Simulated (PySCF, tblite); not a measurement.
# C11H14: geometry, infrared bands, NMR shifts, spin-spin couplings and electronic excitations

What infrared bands, NMR shifts, spin-spin couplings and electronic excitations should C11H14 (`CCC/C=C\c1ccccc1`) show?

Computed with tblite 0.8.0 and PySCF 2.14.0, with density-fitted response routines of our own, on a single molecule in the gas phase. Atoms are numbered from 0 throughout.

### Step 1. Starting geometry

25 atoms, charge 0, multiplicity 1; geometry from: force field or distance geometry start.

Bonds of the start (Å): C0–C1 1.49, C1–C2 1.57, C2–C3 1.46, C3–C4 1.28, C4–C5 1.45, C5–C6 1.38, C6–C7 1.36, C7–C8 1.37, C8–C9 1.37, C9–C10 1.41, C10–C5 1.36, C0–H11 1.10, C0–H12 1.14, C0–H13 1.12, C1–H14 1.10, C1–H15 1.12, C2–H16 1.09, C2–H17 1.14, C3–H18 1.12, C4–H19 1.11, C6–H20 1.09, C7–H21 1.07, C8–H22 1.08, C9–H23 1.08, C10–H24 1.07.

### Step 2. Optimising the geometry with GFN2-xTB

The job: settings as JSON, then the geometry in Å.

```
{"job": {"kind": "relax", "xc": "GFN2-xTB", "basis": "xTB"}, "charge": 0, "multiplicity": 1}
C      3.729500     1.066700     0.174000
C      2.902100    -0.174700     0.178600
C      1.527300     0.070100     0.889300
C      0.870200    -1.233600     0.796900
C     -0.337200    -1.529200     0.471400
C     -1.417800    -0.648800     0.072100
C     -2.451500    -1.222900    -0.639000
C     -3.543700    -0.494300    -0.994800
C     -3.705900     0.835700    -0.695300
C     -2.687100     1.423300     0.016000
C     -1.557000     0.671500     0.384000
H      4.328000     1.212000    -0.736300
H      3.071700     1.987700     0.321400
H      4.453900     1.122600     1.029900
H      2.714400    -0.626200    -0.801600
H      3.407200    -0.928600     0.839900
H      1.666500     0.496700     1.884900
H      1.026700     0.847600     0.221700
H      1.526900    -2.097000     1.086800
H     -0.588600    -2.610200     0.482200
H     -2.446000    -2.271400    -0.930900
H     -4.323700    -0.976300    -1.543200
H     -4.574800     1.416300    -0.975000
H     -2.753100     2.463900     0.280400
H     -0.849100     1.223200     0.974300
```

The run is started by

```bash
$ OMP_NUM_THREADS=2 python probes_run.py task.json out
```

This one command runs all jobs of the session in turn.

**Question.** This job is followed by: GFN2-xTB harmonic vibrations, gas phase; PBE0-D3(BJ)/def2-SVP geometry optimisation, gas phase; GIAO PBE0/pcSseg-1 NMR shielding, non-relativistic, gas phase; B3LYP/pcJ-1 indirect spin-spin coupling, non-relativistic, gas phase; TDDFT PBE0/def2-SVPD, vertical, gas phase, core orbitals frozen in the response. Predict these results of the whole session: strongest single infrared mode (GFN2-xTB); zero-point energy (GFN2-xTB); point group; rotational constants (main isotopes); 13C shifts against TMS (PBE0/pcSseg-1, means over atoms taken as alike); 1H shifts against TMS (PBE0/pcSseg-1, means over atoms taken as alike); potential on the surface of density 0.002 e/bohr³, 1st and 99th percentile; largest coupling of the table (B3LYP/pcJ-1); lowest singlet (PBE0/def2-SVPD); brightest single state of those computed; lowest triplet.

As calculated:

```
                                                                  quantity                                                           value
                                 strongest single infrared mode (GFN2-xTB)                                            3048 cm⁻¹, 94 km/mol
                                              zero-point energy (GFN2-xTB)                                                  134.3 kcal/mol
                                                               point group                                                              C1
                                      rotational constants (main isotopes)                                            2.32, 0.51, 0.45 GHz
   13C shifts against TMS (PBE0/pcSseg-1, means over atoms taken as alike)  142.7, 141.9, 136.3, 135.0, 133.4, 132.0, 34.7, 27.4, 16.5 ppm
    1H shifts against TMS (PBE0/pcSseg-1, means over atoms taken as alike)              7.45, 7.32, 7.31, 6.57, 5.77, 2.30, 1.28, 1.02 ppm
potential on the surface of density 0.002 e/bohr³, 1st and 99th percentile                                              -0.77 V and 0.78 V
                               largest coupling of the table (B3LYP/pcJ-1)                                        1J(C,H) C8–H22, 167.2 Hz
                                           lowest singlet (PBE0/def2-SVPD)                                     4.98 eV (249 nm), f = 0.028
                                  brightest single state of those computed                                     state 2, 5.08 eV, f = 0.416
                                                            lowest triplet                                                         3.34 eV
```

**Reading.** The optimisation took 120 steps and gained 0.720 eV; among the close pairs (by a distance rule), C0–H12 changed most, from 1.141 to 1.088 Å (GFN2-xTB). All 69 modes are real, so the xTB geometry is a minimum. The strongest single mode, at 3048 cm⁻¹, moves mainly H18. GFN2-xTB is a fitted tight-binding method: band positions and strengths are rough. Its intensities can rank the bands wrongly. The start of the PBE0/def2-SVP relaxation was shaken at random by about 0.01 Å, so part of the energy gained, and of the first lengths quoted, undoes that. Relaxing lowered the energy by 0.201 eV in 11 steps; the close pair that moved most is C0–H12, from 1.142 to 1.102 Å (PBE0/def2-SVP). No frequency check was run at this level, so the end point may be a saddle. NICS(1)zz of -28 ppm above the planar ring from C5 marks a diatropic (aromatic) ring current. At PBE0/pcSseg-1, counted by nearest atom on the grid, the HOMO lies on C3 22 %; C4, C5, C8 about 14 % each, the LUMO on C3, C5, C8 about 16 % each; C4, C10 about 9 % each. In the run at B3LYP/pcJ-1, the largest coupling of the table is C8–H22, 167.2 Hz, of which the Fermi-contact term gives 166.1 Hz. Couplings across rotatable bonds belong to this one conformer; where others are populated, the observed values are averages, and the simulated multiplets take (2 J gauche + J anti)/3 across rotating chain bonds. The first singlet state (HOMO→LUMO+1 0.56, HOMO−1→LUMO 0.34) lies at 4.98 eV and is weak; of the 10 states computed, the strongest absorption comes from state 2 at 5.08 eV. The lowest triplet lies 1.64 eV below the lowest singlet (triplets in Tamm-Dancoff, singlets in full TDDFT). The lowest singlet moves an electron between orbitals on different atoms, a charge-transfer state, which PBE0 without long-range exact exchange places too low; its energy and rank are unsure. The conformer search found further structures of the same energy, which may be mirror or relabelled copies of this one.
